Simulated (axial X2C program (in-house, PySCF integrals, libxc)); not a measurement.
# TcN⁻: properties at the nuclei

Wanted for TcN⁻: properties at the nuclei, at the two-component level.

The runs use an in-house X2C program for linear molecules on PySCF integrals; two-component X2C with atomic mean-field terms, Tc dyall-acv3z, N dyall-av3z.

All values are calculated.

### 1 Input

task.json

```json
{"zs": [43, 7], "q": -1, "bas": ["dyall-acv3z", "dyall-av3z"], "r0": 1.8, "levels": ["PBE0", "HF", "LDA", "B3LYP", "BP86"], "nst": 3}
```

Keys: zs atomic numbers; q charge; bas basis sets; r0 starting distance in Å; levels methods (HF also brings MP2); nst determinants followed.

On the command line:

```bash
python soeom.py task.json out
```

Further steps of the session: Expectation values, lowest determinant; Expectation values, a higher determinant; Expectation values, a higher determinant.

What does the calculation give? Wanted: lowest determinant; Eeff magnitude; Ws magnitude Tc; A∥/gI Tc; qzz Tc; higher determinant (for each run or level that gives them).

As calculated:

| quantity | value |
| --- | --- |
| lowest determinant | Ω = 5/2 (excess of +ω over −ω: ω = 5/2) |
| Eeff magnitude (GV/cm), PBE0 | 0.377 |
| Ws magnitude Tc (kHz), PBE0 | 0.0654 |
| A∥/gI Tc (MHz), PBE0 | 394 |
| qzz Tc (a.u.), PBE0 | 2.28 |
| higher determinant | Ω = 3/2 (excess of +ω over −ω: ω = 3/2) |
| Eeff magnitude (GV/cm), PBE0, higher determinant | 0.347 |
| Ws magnitude Tc (kHz), PBE0, higher determinant | 0.127 |
| A∥/gI Tc (MHz), PBE0, higher determinant | 434 |
| qzz Tc (a.u.), PBE0, higher determinant | 2.19 |
| higher determinant | Ω = 9/2 (excess of +ω over −ω: ω = 1/2, ω = 3/2, ω = 5/2) |
| Eeff magnitude (GV/cm), PBE0, higher determinant | 2.38 |
| Ws magnitude Tc (kHz), PBE0, higher determinant | 0.29 |
| A∥/gI Tc (MHz), PBE0, higher determinant | 627 |
| qzz Tc (a.u.), PBE0, higher determinant | 2.72 |

What this shows: In the first state, the effective field runs from 0.0613 to 1.24 GV/cm over the mean-field levels, so the levels don't agree on it. The expectation values come from single determinants, which for open shells can mix terms of unlike spin or miss the lowest Ω, so a determinant need not be a state. Eeff is the effective electric field on the electron dipole moment in this Ω state and Ws the scalar–pseudoscalar constant (defined with the proton number Z and per Ω); A∥ is the parallel hyperfine constant, which follows by multiplying with the nuclear g factor gI = μI/(I μN); qzz is the electric field gradient, eQq0 = 234.96 MHz × Q/barn × qzz. The operators were transformed with the bare-nucleus X2C matrices.
